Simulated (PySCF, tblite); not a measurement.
# C4H13BSSi2: geometry, infrared bands and NMR shifts

What infrared bands and NMR shifts should C4H13BSSi2 (`CBC1([SiH2]S[SiH3])CC1`) show?

Programs: tblite 0.8.0 and PySCF 2.14.0, with density-fitted response routines of our own. Each step states its level of theory. These are calculated values for one molecule in the gas phase, unless marked as measured. Atoms count from 0, in the outputs and in this text.

## (1) Starting geometry

21 atoms, charge 0, multiplicity 1; geometry from: force field or distance geometry start.

Bonds of the start (Å): C0–B1 1.57, B1–C2 1.59, C2–Si3 1.89, Si3–S4 2.16, S4–Si5 2.15, C2–C6 1.53, C6–C7 1.53, C7–C2 1.51, C0–H8 1.11, C0–H9 1.11, C0–H10 1.11, B1–H11 1.19, Si3–H12 1.46, Si3–H13 1.46, Si5–H14 1.48, Si5–H15 1.47, Si5–H16 1.47, C6–H17 1.12, C6–H18 1.10, C7–H19 1.11, C7–H20 1.11.

## (2) Optimising the geometry with GFN2-xTB

The job: settings as JSON, then the geometry in Å.

```
{"job": {"kind": "relax", "xc": "GFN2-xTB", "basis": "xTB"}, "charge": 0, "multiplicity": 1}
C     -2.628400     0.485600     1.178900
B     -1.243500    -0.253100     1.080800
C     -0.371500    -0.211800    -0.250300
Si     0.576700     1.360700    -0.680100
S      1.682700     2.040200     1.046900
Si     2.995700     0.343500     1.031100
C     -0.995600    -0.922600    -1.451800
C      0.213800    -1.521100    -0.732500
H     -3.049200     0.372600     2.202600
H     -3.346000     0.047200     0.449200
H     -2.499700     1.564600     0.955500
H     -0.793100    -0.784400     2.051300
H      1.485900     1.108400    -1.787700
H     -0.377400     2.395600    -1.065500
H      4.052400     0.554500     2.039700
H      2.241500    -0.868700     1.386000
H      3.617800     0.194600    -0.289700
H     -1.935600    -1.499300    -1.265200
H     -0.749600    -0.518100    -2.447200
H      1.154800    -1.452700    -1.315200
H     -0.040600    -2.418700    -0.126900
```

Launch:

```
$ OMP_NUM_THREADS=1 python probes_run.py task.json out
```

This one command runs all jobs of the session in turn.

**Question.** This job is followed by: GFN2-xTB harmonic vibrations, gas phase; GIAO PBE0/pcSseg-1 NMR shielding, non-relativistic, gas phase. Predict these results of the whole session: strongest single infrared mode (GFN2-xTB); zero-point energy (GFN2-xTB); ¹³C shifts against TMS (PBE0/pcSseg-1, means over atoms taken as alike); ¹H shifts against TMS (PBE0/pcSseg-1, means over atoms taken as alike); ¹¹B shifts against BF3·OEt2 (PBE0/pcSseg-1); ²⁹Si shifts against TMS (PBE0/pcSseg-1); ³³S shifts against CS2 (PBE0/pcSseg-1); surface potential, 1st and 99th percentile.

**Answer**, as computed:

| quantity | value |
| --- | --- |
| strongest single infrared mode (GFN2-xTB) | 775 cm⁻¹, 502 km/mol |
| zero-point energy (GFN2-xTB) | 95.6 kcal/mol |
| ¹³C shifts against TMS (PBE0/pcSseg-1, means over atoms taken as alike) | 14.7, 14.6, 10.3 ppm |
| ¹H shifts against TMS (PBE0/pcSseg-1, means over atoms taken as alike) | 6.95, 4.77, 4.47, 1.37, 1.05, 0.88 ppm |
| ¹¹B shifts against BF3·OEt2 (PBE0/pcSseg-1) | 86.6 ppm |
| ²⁹Si shifts against TMS (PBE0/pcSseg-1) | -14.6, -60.0 ppm |
| ³³S shifts against CS2 (PBE0/pcSseg-1) | -314 ppm |
| surface potential, 1st and 99th percentile | -0.98 V and 1.17 V |

**Reading.** Relaxing lowered the energy by 0.464 eV in 250 steps; the close pair that moved most is C6–C7, from 1.529 to 1.478 Å. The lowest mode is imaginary (23i cm⁻¹), so the xTB geometry is not a minimum. Unscaled tight-binding wavenumbers are off by several per cent, some by more. Its intensities can rank the bands wrongly. At PBE0/pcSseg-1: The largest span, 174 ppm, is at B1, where the paramagnetic term is -178 ppm. At PBE0/pcSseg-1, counted by nearest atom on the grid, the HOMO lies on S4 72 %, the LUMO on B1 48 %; H11 13 %.
